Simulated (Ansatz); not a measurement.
# SiF3 (trifluorosilyl): levels of theory compared

We compute a comparison of 6 runs (U-wB97X/STO-3G, UB3LYP/STO-3G, UCAM-B3LYP/STO-3G, UMP2/STO-3G, UBCCD(T)/STO-3G, UCCSDT(Q)/STO-3G) of SiF3 (trifluorosilyl). 

Program for the calculation: Ansatz 0.2.0.

9 further runs of the same task are left out: 7 that didn't finish, 2 set aside as unsound or not needed.

### 1 Starting point

SiF3 has 4 atoms, charge 0, and is taken as a doublet. SMILES: `F[Si](F)F`. The Si2–F1 distance was set to 1.976 Å, away from the relaxed value.

Bond lengths: F1–Si2 1.976 Å, Si2–F3 1.581 Å, Si2–F4 1.581 Å. Angles: F1–Si2–F3 107.9°, F1–Si2–F4 107.9°, F3–Si2–F4 107.9°.

### 2 The energy at U-wB97X/STO-3G (run 1)

run.yaml reads:

```yaml
crystal:
  periodic: [false, false, false]
  atoms:
    - {symbol: F, position_ang: [1.051741, -0.687059, 1.381047]}
    - {symbol: Si, position_ang: [-0.282750, 0.213060, 0.234280]}
    - {symbol: F, position_ang: [-0.994260, -0.892250, -0.644340]}
    - {symbol: F, position_ang: [0.492160, 1.186230, -0.741640]}
basis:
  gaussian:
    orbitals: STO-3G
hamiltonian:
  xc: {name: wB97X}
magnetization:
  spin_polarized: true
  initial_magnetization: 1
accuracy: high
```

Launch:

```console
$ ansatz run run.yaml --threads 1 --pin off --max-ram 3480MiB --events-out events.jsonl --progress --plain --runs-dir runs
```

Output:

```text
Warning: RAYON_NUM_THREADS=1 ignored (pool sized by the plan → 1); use --threads N
Functional definition: wB97X
  name "wB97X"
  parameter omega = 0.3/bohr
  parameter cx = 0.157706
  parameter cx1 = 0.726479
  parameter cx2 = 1.04760
  parameter cx3 = -5.70635
  parameter cx4 = 13.2794
  parameter css1 = -4.33879
  parameter css2 = 18.2308
  parameter css3 = -31.7430
  parameter css4 = 17.2901
  parameter cos1 = 2.37031
  parameter cos2 = -11.3995
  parameter cos3 = 6.58405
  parameter cos4 = -3.78132
  exchange = spin_sum(e_x_unif_sr(omega)*poly(b97_u_x, 1 - cx, cx1, cx2, cx3, cx4)) + cx*exact_x_sr(omega)
      + exact_x_lr(omega)
  correlation = spin_sum(e_c_pw_same_spin*poly(b97_u_same, 1, css1, css2, css3, css4))
      + integral(e_c_pw_opposite_spin*poly(b97_u_opposite, 1, cos1, cos2, cos3, cos4))
449 factors; integrals over basis functions are off by at most 2.8e-8 eV
154 factors; integrals over basis functions are off by at most 5.9e-10 eV
mean field evaluation 1: about -15811.1565 eV, gradient 2.1e1 eV
mean field evaluation 2: about -15812.2069 eV, gradient 2.3e1 eV
mean field evaluation 4: about -15815.8777 eV, gradient 1.2e0 eV
mean field evaluation 8: about -15815.9111 eV, gradient 1.0e-1 eV
mean field evaluation 16: about -15815.9118 eV, gradient 1.3e-4 eV
mean field -15815.91176501 eV, -581.2240369542 hartree, gradient 6.2e-8 eV, S^2 0.767929; 0 other end points of the search recorded, 0 dependent functions left out
reference -15815.91176399 eV, -581.2240369168 hartree; 21, 20 occupied and 3, 4 virtual orbitals, 449 factors
Total energy: -15815.91176399 eV, -581.2240369168 hartree
```

Wall time 10 s (1 thread of Intel Xeon Platinum 8375C at 2.90GHz (Ice Lake), shared host); peak memory 0.45 GiB.

### 3 A single-point energy at UB3LYP/STO-3G (run 2)

in.yaml reads:

```yaml
crystal:
  periodic: [false, false, false]
  atoms:
    - symbol: F
      position_ang: [1.051741, -0.687059, 1.381047]
    - symbol: Si
      position_ang: [-0.282750, 0.213060, 0.234280]
    - symbol: F
      position_ang: [-0.994260, -0.892250, -0.644340]
    - symbol: F
      position_ang: [0.492160, 1.186230, -0.741640]
basis:
  gaussian: {orbitals: STO-3G}
total_charge: 0
magnetization: {spin_polarized: true, initial_magnetization: 1}
hamiltonian: {xc: {name: B3LYP}}
accuracy: high
```

Launch:

```console
$ ansatz run in.yaml --threads 1 --pin off --max-ram 3480MiB --events-out events.jsonl --progress --plain --runs-dir runs
```

Output:

```text
Warning: RAYON_NUM_THREADS=1 ignored (pool sized by the plan → 1); use --threads N
Functional definition: B3LYP
  name "B3LYP"
  parameter a0 = 0.2
  parameter ax = 0.72
  parameter ac = 0.81
  exchange = (1 - a0 - ax)*slater_x + ax*b88_x + a0*exact_x
  correlation = (1 - ac)*vwn_rpa_c + ac*lyp_c
449 factors; integrals over basis functions are off by at most 2.8e-8 eV
mean field evaluation 1: about -15812.8768 eV, gradient 1.9e1 eV
mean field evaluation 2: about -15789.7453 eV, gradient 6.1e1 eV
mean field evaluation 4: about -15816.4272 eV, gradient 4.7e0 eV
mean field evaluation 8: about -15816.6334 eV, gradient 4.0e-2 eV
mean field evaluation 16: about -15816.6335 eV, gradient 7.8e-6 eV
mean field -15816.63349479 eV, -581.2505600345 hartree, gradient 6.4e-8 eV, S^2 0.760649; 0 other end points of the search recorded, 0 dependent functions left out
reference -15816.63351515 eV, -581.2505607825 hartree; 21, 20 occupied and 3, 4 virtual orbitals, 449 factors
Total energy: -15816.63351515 eV, -581.2505607825 hartree
```

Wall time 2 s (1 thread of Intel Xeon Platinum 8375C at 2.90GHz (Ice Lake), shared host); peak memory 0.16 GiB.

Runs 3 to 4 aren't shown in full; the table further down has their settings and results.

### 4 A single-point energy at UBCCD(T)/STO-3G (run 5)

job.yaml reads:

```yaml
crystal:
  periodic: [false, false, false]
  atoms:
    - {symbol: F, position_ang: [1.051741, -0.687059, 1.381047]}
    - {symbol: Si, position_ang: [-0.282750, 0.213060, 0.234280]}
    - {symbol: F, position_ang: [-0.994260, -0.892250, -0.644340]}
    - {symbol: F, position_ang: [0.492160, 1.186230, -0.741640]}
basis:
  gaussian:
    orbitals: STO-3G
magnetization:
  spin_polarized: true
  initial_magnetization: 1
correlation:
  method: bccd_t
  frozen_orbitals: {F: 1, Si: 5}
accuracy: high
scf:
  omitted_lower_state_checks: [cluster_reference, increment]
```

Launch:

```console
$ ansatz run job.yaml --threads 1 --pin off --max-ram 3480MiB --events-out events.jsonl --progress --plain --runs-dir runs
```

Output:

```text
Warning: RAYON_NUM_THREADS=1 ignored (pool sized by the plan → 1); use --threads N
[... 12 lines left out ...]
8 core orbitals not correlated: weight in the atoms' cores, before any rotation towards them, 1.000 or more for the frozen orbitals, at most 0.000 for the correlated occupied ones
[... 33 lines left out ...]
Total energy: -15776.74943816 eV, -579.7848479875 hartree
Checks for a lower state left out: cluster_reference, increment
```

It took 1.9 s on 1 thread of Intel Xeon Platinum 8375C at 2.90GHz (Ice Lake), shared host.

### 5 A single-point energy at UCCSDT(Q)/STO-3G (run 6)

Edit run.yaml of step 2 so:

```diff
@@ -8,9 +8,6 @@
 basis:
-  gaussian:
-    orbitals: STO-3G
-hamiltonian:
-  xc: {name: wB97X}
-magnetization:
-  spin_polarized: true
-  initial_magnetization: 1
+  gaussian: {orbitals: STO-3G}
+scf: {omitted_lower_state_checks: [cluster_reference, increment]}
+correlation: {method: ccsdt_q, frozen_orbitals: {F: 1, Si: 5}}
+magnetization: {spin_polarized: true, initial_magnetization: 1}
 accuracy: high
```

Launch:

```console
$ ansatz run run.yaml --threads 1 --pin off --max-ram 3480MiB --events-out events.jsonl --progress --plain --runs-dir runs
```

Output:

```text
Warning: RAYON_NUM_THREADS=1 ignored (pool sized by the plan → 1); use --threads N
[... 12 lines left out ...]
8 core orbitals not correlated: weight in the atoms' cores, before any rotation towards them, 1.000 or more for the frozen orbitals, at most 0.000 for the correlated occupied ones
[... 41 lines left out ...]
Total energy: -15776.81435524 eV, -579.7872336460 hartree
Checks for a lower state left out: cluster_reference, increment
```

Run time: 4.2 s. Hardware: 1 thread of Intel Xeon Platinum 8375C at 2.90GHz (Ice Lake), shared host; peak memory 0.19 GiB.

### 6 Overview of the runs

| run | level | frozen core orbitals | energy (Eh) | ⟨S²⟩ | wall time |
| --- | --- | --- | --- | --- | --- |
| 1 | U-wB97X/STO-3G | – | -581.224037 | 0.768 | 10 s |
| 2 | UB3LYP/STO-3G | – | -581.250561 | 0.761 | 2 s |
| 3 | UCAM-B3LYP/STO-3G | – | -581.139031 | 0.767 | 2.6 s |
| 4 | UMP2/STO-3G | 8 | -579.748341 | 0.887 | 0.44 s |
| 5 | UBCCD(T)/STO-3G | 8 | -579.784848 | 0.887 | 1.9 s |
| 6 | UCCSDT(Q)/STO-3G | 8 | -579.787234 | 0.887 | 4.2 s |

### 7 Results

| quantity | value |
| --- | --- |
| run 6: total energy | -579.78723 Eh |
| run 6: correlation energy (8 core orbitals frozen) | -107.6 mEh |
| run 6: ⟨S²⟩ of the reference determinant | 0.887 |
| run 6: T1 diagnostic | 0.031 |

What this shows: Totals of different functionals can't be ranked against each other. In runs 1, 2, 3, 4, 5, 6 the basis is minimal, so the values are rough. Spin contamination of the reference: run 4 ⟨S²⟩ = 0.89, run 5 ⟨S²⟩ = 0.89, run 6 ⟨S²⟩ = 0.89. All runs together took 21 s, the longest 10 s.
